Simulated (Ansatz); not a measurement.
# C3H3Ga (SMILES [CH3][Ga]1[C]#[C]1): one structure at several levels

The task here is to estimate one member of a computed series from the others.

Computed with Ansatz 0.2.0, Gaussian basis. Level: single points in def2-TZVPP.

Correlated methods freeze the cores. Filled d shells of the heavier atoms are correlated.

## Where the work starts

SMILES `[CH3][Ga]1[C]#[C]1`, 7 atoms, charge 0, spin multiplicity 1.

Atoms are counted from 1 here; the program's logs count them from 0.

Bond lengths: C1–Ga2 2.100 Å, C1–H5 1.010 Å, C1–H6 1.025 Å, C1–H7 1.274 Å, Ga2–C3 1.870 Å, Ga2–C4 1.966 Å, C3–C4 1.338 Å. Angles: Ga2–C1–H5 106.7°, Ga2–C1–H6 92.9°, Ga2–C1–H7 111.9°, H5–C1–H6 125.3°, H5–C1–H7 108.3°, H6–C1–H7 110.5°, C1–Ga2–C3 164.2°, C1–Ga2–C4 151.8°, C3–Ga2–C4 40.7°, Ga2–C3–C4 73.5°, Ga2–C4–C3 65.8°.

Coordinates:

```xyz
7
charge 0, multiplicity 1
C    -0.48380    1.07320   -0.58280
Ga    0.26010   -0.57940    0.47880
C     1.29440   -1.71740    1.54240
C     0.70310   -2.48930    0.62300
H    -0.10570    1.01100   -1.51710
H    -0.17860    1.73690    0.13570
H    -1.75540    1.05460   -0.66290
```

Set-up of the first run:

run/in.yaml reads:

```yaml
crystal:
  periodic: [false, false, false]
  atoms:
    - {symbol: C, position_ang: [-0.483800, 1.073200, -0.582800]}
    - {symbol: Ga, position_ang: [0.260100, -0.579400, 0.478800]}
    - {symbol: C, position_ang: [1.294400, -1.717400, 1.542400]}
    - {symbol: C, position_ang: [0.703100, -2.489300, 0.623000]}
    - {symbol: H, position_ang: [-0.105700, 1.011000, -1.517100]}
    - {symbol: H, position_ang: [-0.178600, 1.736900, 0.135700]}
    - {symbol: H, position_ang: [-1.755400, 1.054600, -0.662900]}
basis:
  gaussian: {orbitals: def2-TZVPP}
correlation: {method: ccsd_t}
output: {forces: true}
```

The command line of these runs was not kept.

Steps of the session up to this table: CCSD(T)/def2-TZVPP; PBE0-D4/def2-TZVPP; wB97M-V/def2-TZVPP; r2SCAN-D4/def2-TZVPP; PBE-D4/def2-TZVPP; CAM-B3LYP-D4/def2-TZVPP; BHLYP-D4/def2-TZVPP.

One of the session's tables, all rows but one given; the rest of the session is left out.

```
      method  RMS force component (eV/Å)  angle to CCSD(T) forces (°)  dipole (D)
     CCSD(T)                       2.214                    reference        5.31
     PBE0-D4                       2.358                          7.0        5.45
     wB97M-V                       2.407                          9.2        5.49
   r2SCAN-D4                           ?                            ?           ?
      PBE-D4                       2.209                          3.0        5.23
CAM-B3LYP-D4                       2.451                         11.3        5.50
    BHLYP-D4                       2.506                         13.3        5.59
```

Q: Estimate the row for r2SCAN-D4 from the others.

**Answer.** RMS force component (eV/Å): 2.286; angle to CCSD(T) forces (°): 5.9; dipole (D): 5.36. In the column «RMS force component (eV/Å)» it lies between CCSD(T) (2.214) and PBE0-D4 (2.358).
